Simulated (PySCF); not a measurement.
# WOF₄: one geometry, several methods

Aim: at the PBE0 minimum of singlet WOF₄, found before, compare methods on energies and levels.

The runs use PySCF 2.14.0; several methods, basis W def2-SVP with ECP60, O def2-SVP, F def2-SVP, scalar-relativistic core potentials, no spin–orbit coupling, density fitting.

## Step 1: The starting structure

6 atoms, charge 0, spin multiplicity 1.

Bond lengths: W1–O2 1.670 Å, W1–F3 1.853 Å, W1–F4 1.853 Å, W1–F5 1.853 Å, W1–F6 1.853 Å. Angles: O2–W1–F3 105.1°, O2–W1–F4 105.1°, O2–W1–F5 105.1°, O2–W1–F6 105.1°, F3–W1–F4 149.9°, F3–W1–F5 86.1°, F3–W1–F6 86.1°, F4–W1–F5 86.1°, F4–W1–F6 86.1°, F5–W1–F6 149.9°.

```xyz
6
charge 0 multiplicity 1
W    -0.0177   -0.0307    0.0000
O    -0.8528   -1.4772    0.0000
F     0.2231    0.3865    1.7894
F     0.2231    0.3865   -1.7894
F     1.7728   -0.5083    0.0000
F    -1.3266    1.2812    0.0000
```

## Step 2: PBE0

One driver script runs all steps and calls PySCF; scf.py shows the equivalent input of each level. Each SCF starts from the density of the minimum. The driver also runs the species with one electron less or more at the same geometry (cation multiplicity 2, anion multiplicity 2); their logs are not shown.

File scf.py:

```python
from pyscf import gto, scf, dft
mol = gto.M(atom='''
W     -0.017700    -0.030658     0.000000
O     -0.852832    -1.477154     0.000000
F      0.223117     0.386452     1.789434
F      0.223117     0.386452    -1.789434
F      1.772813    -0.508263     0.000000
F     -1.326580     1.281166    -0.000000''',
    basis={'W': 'def2-SVP', 'O': 'def2-SVP', 'F': 'def2-SVP'},
    ecp={'W': 'def2-SVP'},
    charge=0, spin=0)
mf = dft.RKS(mol, xc='PBE0')
mf.grids.atom_grid = (99, 590)
aux = {'W': 'def2-universal-JKFIT', 'O': 'def2-universal-JKFIT', 'F': 'def2-universal-JKFIT'}
mf = mf.density_fit(auxbasis=aux)
mf.kernel()
```

## Step 3: HF

scf.py, as its differences from that of step 2:

```diff
@@ -12,2 +12 @@
-mf = dft.RKS(mol, xc='PBE0')
-mf.grids.atom_grid = (99, 590)
+mf = scf.RHF(mol)
```

## Step 4: MP2

scf.py, as its differences from that of step 3:

```diff
@@ -15,0 +16,2 @@
+from pyscf.mp import dfmp2
+dfmp2.DFMP2(mf, frozen=5).kernel()  # the driver gives MP2 a fitting basis of its own (RI)
```

## Step 5: PBE

scf.py, as its differences from that of step 4:

```diff
@@ -12 +12,2 @@
-mf = scf.RHF(mol)
+mf = dft.RKS(mol, xc='PBE')
+mf.grids.atom_grid = (99, 590)
@@ -16,2 +16,0 @@
-from pyscf.mp import dfmp2
-dfmp2.DFMP2(mf, frozen=5).kernel()  # the driver gives MP2 a fitting basis of its own (RI)
```

## Step 6: r2SCAN

scf.py, as its differences from that of step 5:

```diff
@@ -12 +12 @@
-mf = dft.RKS(mol, xc='PBE')
+mf = dft.RKS(mol, xc='R2SCAN')
```

(Steps that only read results are left out.)

Before running it: what results should come out? Wanted: atomisation energy, range; vertical ionisation energy, range; vertical electron affinity, range; gap, range.

The runs gave:

```
                         quantity                           value
        atomisation energy, range  1663 (HF) to 3109 (PBE) kJ/mol
vertical ionisation energy, range   13.39 (PBE) to 14.87 (MP2) eV
vertical electron affinity, range      0.90 (MP2) to 2.66 (HF) eV
                       gap, range     5.03 (PBE) to 15.59 (HF) eV
```

In words: The atomisation energy spreads over 1446 kJ/mol, from HF to PBE; without a CCSD(T) value for it there is no yardstick here. Without diffuse functions electron affinities tend to come out too low. A two-component treatment could change these values noticeably.
